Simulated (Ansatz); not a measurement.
# EuSn3: the cost of one run

All numbers are computed with the Python package of Ansatz 0.2.0. Level of theory: DFT LDA, plane waves, PAW.

### Step 1. The structure

Symmetry: Pm-3m, No. 221, cubic system. Conventional cell: a = 4.764 Å, b = 4.764 Å, c = 4.764 Å, α = 90.00°, β = 90.00°, γ = 90.00°. Eu (site symmetry m-3m) has 12 Sn at 3.37 Å in its first shell of neighbours. Around Sn (site symmetry 4/mmm) lie 4 Eu at 3.37 Å and 8 Sn at 3.37 Å.

No structure file is read: the coordinates are typed or built in the script.

### Step 2. The code

eusn3.py reads:

```python
'''Magnetic orders of EuSn3 compared.'''

import logging
import sys

import ansatz as az
import numpy as np
import pandas as pd

logging.basicConfig(stream=sys.stdout, format='%(levelname)s:%(name)s:%(message)s')
log = logging.getLogger('eusn3')
log.setLevel(logging.INFO)


def count_gap(report):
    # lowest empty less highest filled band, counting bands; zero where they overlap
    return max(report.get('gap_by_band_count_ev') or 0.0, 0.0)

CELL = [
    [4.764414, 0.0, 0.0],
    [0.0, 4.764414, 0.0],
    [0.0, 0.0, 9.528829],
]
ATOMS = [
    ('Eu', [0.0, 0.0, 0.0]),
    ('Sn', [0.0, 0.5, 0.25]),
    ('Sn', [0.5, 0.5, 0.0]),
    ('Sn', [0.5, 0.0, 0.25]),
    ('Eu', [0.0, 0.0, 0.5]),
    ('Sn', [0.0, 0.5, 0.75]),
    ('Sn', [0.5, 0.5, 0.5]),
    ('Sn', [0.5, 0.0, 0.75]),
]


def ordered(moments):
    crystal = az.Crystal(lattice=az.Lattice.of(CELL))
    for (symbol, position), moment in zip(ATOMS, moments):
        crystal = crystal.atom(symbol, position, moment=moment or None)
    return crystal


def main() -> None:
    # starting moments in muB, one an atom
    orders = {
        'FM': [7, 0, 0, 0, 7, 0, 0, 0],
        'AFM': [7, 0, 0, 0, -7, 0, 0, 0],
    }

    rows = []
    for label, moments in orders.items():
        job = (
            ordered(moments).calculation()
            .functional(az.Functional.LDA)
            .basis(31 * az.Ry)
            .kpoints(5, 5, 3, center='gamma')
            .occupations(az.OccupationsMethod.FERMI_DIRAC, width=0.3)
            .mixing('broyden', beta=0.3)
            .scf(tolerance=1e-07)
            .spin('collinear')
            .band_table()
        )
        data = job.run(threads=1).report
        rows.append((label, data['free_energy_ev'], data['magnetization_mub'], data['absolute_magnetization_mub'], max(abs(m) for m in data['site_moments_mub']), count_gap(data)))
        print(label, 'site moments:', [round(m, 2) for m in data['site_moments_mub']])

    # the same cell with no spin polarisation
    plain = (
        ordered([0] * len(ATOMS)).calculation()
        .functional(az.Functional.LDA)
        .basis(31 * az.Ry)
        .kpoints(5, 5, 3, center='gamma')
        .occupations(az.OccupationsMethod.FERMI_DIRAC, width=0.3)
        .mixing('broyden', beta=0.3)
        .scf(tolerance=1e-07)
        .band_table()
    )
    data = plain.run(threads=1).report
    rows.append(('NM', data['free_energy_ev'], 0.0, 0.0, 0.0, count_gap(data)))

    lowest = min(row[1] for row in rows)
    rows = [(row[0], 1000 * (row[1] - lowest) / 2, *row[2:]) for row in sorted(rows, key=lambda row: row[1])]
    print(pd.DataFrame(rows, columns=['order', 'meV/magnetic atom', 'net muB', 'absolute muB', 'largest site muB', 'gap by band count eV']).round(4).to_string(index=False))
    print('lowest of these starts:', rows[0][0])


if __name__ == '__main__':
    main()
```

### Step 3. The input behind the calls

The package turns the script's settings into the engine's input (first run):

```yaml
crystal:
  lattice:
    - [4.764414, 0.0, 0.0]
    - [0.0, 4.764414, 0.0]
    - [0.0, 0.0, 9.528829]
  atoms:
    - { symbol: Eu, position: [0.0, 0.0, 0.0], spin: 7.0 }
    - { symbol: Sn, position: [0.0, 0.5, 0.25] }
    - { symbol: Sn, position: [0.5, 0.5, 0.0] }
    - { symbol: Sn, position: [0.5, 0.0, 0.25] }
    - { symbol: Eu, position: [0.0, 0.0, 0.5], spin: 7.0 }
    - { symbol: Sn, position: [0.0, 0.5, 0.75] }
    - { symbol: Sn, position: [0.5, 0.5, 0.5] }
    - { symbol: Sn, position: [0.5, 0.0, 0.75] }
basis:
  ecutwfc: 421.77648681281397
kpoints:
  mp_grid:
    grid: [5, 5, 3]
    shift: [0.0, 0.0, 0.0]
hamiltonian:
  xc: lda
magnetization:
  spin_polarized: true
scf:
  convergence:
    dr2_threshold: 1.0e-07
  mixing:
    algorithm: broyden
    beta: 0.3
  occupations:
    method: fermi_dirac
    width: 0.3
output:
  eigenvalues: true
```

### Step 4. Launch

The run is started by

```
python eusn3.py
```

What time and memory should one allow on 1 thread of Arm Neoverse V1, shared host?

About 1.8 min, with a peak of 0.81 GiB.
